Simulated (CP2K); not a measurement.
**Two attempts at C3H8BNO (SMILES BC(O)C(=C)N)**

Wanted: energy and gradient of C3H8BNO, GFN2-xTB.

Program for the calculation: CP2K 2026.2.

1 further run of the same task is left out (set aside as unsound or not needed).

## 1. The structure to begin with

The species is C3H8BNO (14 atoms), meant as a singlet with charge 0. SMILES: `BC(O)C(=C)N`. Geometry: a rough force-field guess. This is one conformer, not always the lowest.

Bond lengths: B1–C2 1.567 Å, C2–O3 1.393 Å, C2–C4 1.560 Å, C4–C5 1.325 Å, C4–N6 1.415 Å, B1–H7 1.137 Å, B1–H8 1.226 Å, C2–H9 1.083 Å, O3–H10 1.009 Å, C5–H11 1.054 Å, C5–H12 1.087 Å, N6–H13 1.001 Å, N6–H14 1.070 Å. Some angles: B1–C2–O3 108.9°, B1–C2–C4 110.3°, O3–C2–C4 110.1°, C2–C4–C5 118.9°, C2–C4–N6 117.1°, C5–C4–N6 123.2°, B1–C2–H9 109.5°, O3–C2–H9 107.0°, C4–C2–H9 111.0°, C2–B1–H7 124.6°.

## 2. Try one

molecule.pdb

```
HETATM    1 B    MOL A   1      -1.890   0.043   0.044  1.00  0.00           B
HETATM    2 C    MOL A   1      -0.513   0.737  -0.236  1.00  0.00           C
HETATM    3 O    MOL A   1      -0.341   1.782   0.669  1.00  0.00           O
HETATM    4 C    MOL A   1       0.650  -0.292  -0.092  1.00  0.00           C
HETATM    5 C    MOL A   1       1.154  -0.845  -1.186  1.00  0.00           C
HETATM    6 N    MOL A   1       0.960  -0.736   1.215  1.00  0.00           N
HETATM    7 H    MOL A   1      -2.017  -1.057   0.304  1.00  0.00           H
HETATM    8 H    MOL A   1      -2.872   0.771  -0.052  1.00  0.00           H
HETATM    9 H    MOL A   1       1.000  -0.292  -0.092  1.00  0.00           H
HETATM   10 H    MOL A   1       0.465   2.311   0.372  1.00  0.00           H
HETATM   11 H    MOL A   1       0.855  -0.529  -2.146  1.00  0.00           H
HETATM   12 H    MOL A   1       1.937  -1.587  -1.052  1.00  0.00           H
HETATM   13 H    MOL A   1       1.654  -1.448   1.327  1.00  0.00           H
HETATM   14 H    MOL A   1       0.469  -0.355   2.086  1.00  0.00           H
END
```

job.inp

```
&GLOBAL
 PROJECT_NAME job
 RUN_TYPE ENERGY_FORCE
 PRINT_LEVEL MEDIUM
&END

&FORCE_EVAL
 METHOD QS
 &DFT
  CHARGE 0
  MULTIPLICITY 1
  &QS
   METHOD XTB
   EPS_DEFAULT 1.0E-10
   &XTB
    GFN_TYPE TBLITE
    &TBLITE
     METHOD GFN2
    &END
    CHECK_ATOMIC_CHARGES F
   &END
  &END
  &POISSON
   PERIODIC NONE
   POISSON_SOLVER ANALYTIC
  &END
  &SCF
   SCF_GUESS ATOMIC
   EPS_SCF 1.0E-07
   MAX_SCF 96
   ADDED_MOS 4
   &DIAGONALIZATION
    ALGORITHM STANDARD
   &END
   &MIXING
    METHOD DIRECT_P_MIXING
    ALPHA 0.4
   &END
   &SMEAR ON
    METHOD FERMI_DIRAC
    ELECTRONIC_TEMPERATURE [K] 300
   &END
  &END
  &PRINT
   &MOMENTS
    PERIODIC F
    REFERENCE COM
    MAX_MOMENT 1
   &END
   &MO ON
    ENERGIES T
    OCCUPATION_NUMBERS T
    NDIGITS 6
    &EACH
     QS_SCF 0
    &END
    ADD_LAST NUMERIC
   &END
   &HIRSHFELD OFF
   &END
  &END
 &END
 &SUBSYS
  &CELL
   ABC [angstrom] 16.8 15.9 16.2
   PERIODIC NONE
  &END
  &TOPOLOGY
   COORD_FILE_NAME molecule.pdb
   COORD_FILE_FORMAT PDB
   CONN_FILE_FORMAT OFF
   &CENTER_COORDINATES
   &END
  &END
 &END
 &PRINT
  &FORCES ON
  &END
 &END
&END
```

Run with:

```bash
$ OMP_NUM_THREADS=1 cp2k.psmp job.inp > job.out
```

What it wrote:

```text
CP2K| version string:                                       CP2K version 2026.2
[...]
 GLOBAL| Method name                                                        CP2K
[...]
 GLOBAL| Run type                                                   ENERGY_FORCE
[...]
                             - Atoms:                                         14
[...]
                             - Spherical basis functions:                     32
[...]
 *** WARNING in particle_methods.F:720 :: The distance between the atoms 4 ***
 *** and 9 is only 0.350 angstrom and thus smaller than the threshold of   ***
 *** 0.500 angstrom                                                        ***
[...]
 Number of electrons:                                                         34
[...]
  *** SCF run converged in    20 steps ***
[...]
  Fermi energy:                                                -0.26385694174793
[...]
 TB_DIPOLE| Moment [Debye]          5.22096772      -2.28473292       0.09638920
 TB_DIPOLE| Derivative [a.u.]       0.00000000       0.00000000       0.00000000
[...]
 ENERGY| Total FORCE_EVAL ( QS ) energy [hartree]            -15.568183430201030
 FORCES| Atomic forces [hartree/bohr]
 FORCES|   Atom     x               y               z               |f|
 FORCES|      1  2.80120753E-03  4.18466864E-02 -2.47100915E-02   4.86783376E-02
 FORCES|      2 -1.87405897E-02 -5.71899081E-02  1.41999821E-02   6.18347377E-02
 FORCES|      3  3.78207968E-02  4.18450353E-02  5.87109592E-03   5.67088125E-02
 FORCES|      4 -1.03063239E+01  3.47820651E-02  6.01055238E-02   1.03065579E+01
 FORCES|      5  4.35940590E-02 -7.48783959E-02 -7.24105046E-02   1.12918100E-01
 FORCES|      6 -1.13191826E-02  1.43044232E-03  6.08177286E-02   6.18786407E-02
 FORCES|      7 -1.28416836E-03 -2.05261000E-02 -5.01604045E-03   2.11690938E-02
 FORCES|      8  1.61140049E-02 -1.07454278E-02  7.60971670E-03   2.08094488E-02
 FORCES|      9  1.02449171E+01  6.67274070E-02  1.00851321E-03   1.02451345E+01
 FORCES|     10 -2.50831039E-02 -7.89345219E-03  7.78344893E-03   2.74235440E-02
 FORCES|     11  4.83777353E-05  5.63924693E-03 -9.88727358E-03   1.13825140E-02
 FORCES|     12 -4.08556020E-03 -4.21146691E-03 -1.03288537E-02   1.18791193E-02
 FORCES|     13  3.99341537E-03 -3.58801733E-03  5.29889419E-03   7.54317667E-03
[...]
```

Wall time 1.4 s (1 thread of Intel Xeon Platinum 8259CL at 2.50GHz (Skylake/Cascade Lake), shared host); peak memory 0.19 GiB.

## 3. What went wrong

It ran to the end. The result can't be trusted all the same.

The fault: two atoms lie on top of or far too near each other. As the program read them, the closest atoms are 0.35 Å apart, against 1.00 Å in the sound input.

## 4. Second attempt

molecule.pdb: that of step 2 with these lines changed.

```diff
@@ -8,3 +8,3 @@
 HETATM    8 H    MOL A   1      -2.872   0.771  -0.052  1.00  0.00           H
-HETATM    9 H    MOL A   1       1.000  -0.292  -0.092  1.00  0.00           H
+HETATM    9 H    MOL A   1      -0.523   1.175  -1.226  1.00  0.00           H
 HETATM   10 H    MOL A   1       0.465   2.311   0.372  1.00  0.00           H
```

run.inp

```
&global
    project run
    run_type ENERGY_FORCE
    print_level MEDIUM
&end global

&force_eval
    method Quickstep
    &dft
        &qs
            method XTB
            eps_default 1.0E-10
            &xtb
                gfn_type TBLITE
                &tblite
                    method GFN2
                &end tblite
                check_atomic_charges F
            &end xtb
        &end qs
        &poisson
            periodic NONE
            poisson_solver ANALYTIC
        &end poisson
        &scf
            scf_guess ATOMIC
            eps_scf 1.0E-07
            max_scf 150
            added_mos 4
            &diagonalization
                algorithm STANDARD
            &end diagonalization
            &mixing
                method DIRECT_P_MIXING
                alpha 0.4
            &end mixing
            &smear ON
                method FERMI_DIRAC
                electronic_temperature [K] 300
            &end smear
        &end scf
        # extra output
        &print
            &moments
                periodic F
                reference COM
                max_moment 1
            &end moments
            &mo ON
                energies T
                occupation_numbers T
                ndigits 6
                &each
                    qs_scf 0
                &end each
                add_last NUMERIC
            &end mo
            &hirshfeld OFF
            &end hirshfeld
        &end print
    &end dft
    # structure
    &subsys
        # box in angstrom
        &cell
            abc 16.8 15.9 16.2
            periodic NONE
        &end cell
        &topology
            coord_file_name molecule.pdb
            coord_file_format PDB
            conn_file_format OFF
            &center_coordinates
            &end center_coordinates
        &end topology
    &end subsys
    # extra output
    &print
        &forces ON
        &end forces
    &end print
&end force_eval
```

Run with:

```bash
$ OMP_NUM_THREADS=1 cp2k.psmp run.inp > run.out
```

What it wrote:

```text
CP2K| version string:                                       CP2K version 2026.2
[...]
 GLOBAL| Method name                                                        CP2K
[...]
 GLOBAL| Run type                                                   ENERGY_FORCE
[...]
                             - Atoms:                                         14
[...]
                             - Spherical basis functions:                     32
[...]
 Number of electrons:                                                         34
[...]
  *** SCF run converged in    20 steps ***
[...]
  Fermi energy:                                                -0.30365452682151
[...]
 TB_DIPOLE| Moment [Debye]          0.48977355      -0.22286744       0.29002257
 TB_DIPOLE| Derivative [a.u.]       0.00000000       0.00000000       0.00000000
[...]
 ENERGY| Total FORCE_EVAL ( QS ) energy [hartree]            -18.642061340024075
 FORCES| Atomic forces [hartree/bohr]
 FORCES|   Atom     x               y               z               |f|
 FORCES|      1 -3.24456102E-02  2.55683435E-02 -6.87100490E-03   4.18768256E-02
 FORCES|      2  2.18497450E-02 -2.89089170E-02  1.32523190E-02   3.85844632E-02
 FORCES|      3  2.72642955E-02  3.80506556E-02  7.59890218E-03   4.74229639E-02
 FORCES|      4 -1.83352546E-02  7.07380416E-04  2.40466747E-02   3.02477191E-02
 FORCES|      5  1.76832651E-02 -9.76238361E-03  1.61635647E-02   2.58701144E-02
 FORCES|      6 -2.57255299E-02  3.06144617E-02  3.75011761E-03   4.01635598E-02
 FORCES|      7  1.66147571E-04 -1.36085756E-02  2.75482787E-03   1.38856045E-02
 FORCES|      8  1.62014175E-02 -1.38031389E-02  3.39837853E-03   2.15536899E-02
 FORCES|      9  2.82024627E-03 -4.40275590E-03 -1.38206243E-02   1.47765932E-02
 FORCES|     10 -2.41456988E-02 -1.51858886E-02  1.20066535E-02   3.09481132E-02
 FORCES|     11  2.94701902E-04  1.87211577E-03 -1.20600416E-02   1.22080412E-02
 FORCES|     12 -4.61858309E-03  1.63546748E-03 -8.89203620E-03   1.01525549E-02
 FORCES|     13 -7.89240563E-04  4.54634231E-04  2.24187228E-04   9.38004724E-04
[...]
```

Run time: 1.4 s. Hardware: 1 thread of Intel Xeon Platinum 8259CL at 2.50GHz (Skylake/Cascade Lake), shared host; peak memory 0.19 GiB.

## 5. What came out

Level: GFN2-xTB.

| quantity | value |
| --- | --- |
| total energy | -18.64206 Eh |
| dipole moment (from atomic charges alone) | 0.61 D |
| HOMO energy | -9.30 eV |
| LUMO energy | -7.38 eV |
| HOMO–LUMO gap | 1.91 eV |
| largest force on an atom | 2.462 eV/Å |

The first attempt's energy was +83.644 eV off this one. The dipole comes from point charges on the atoms alone, without atomic dipoles, so it is partial. The largest force is 2.46 eV/Å: the shape isn't a stationary point for this species at this level.
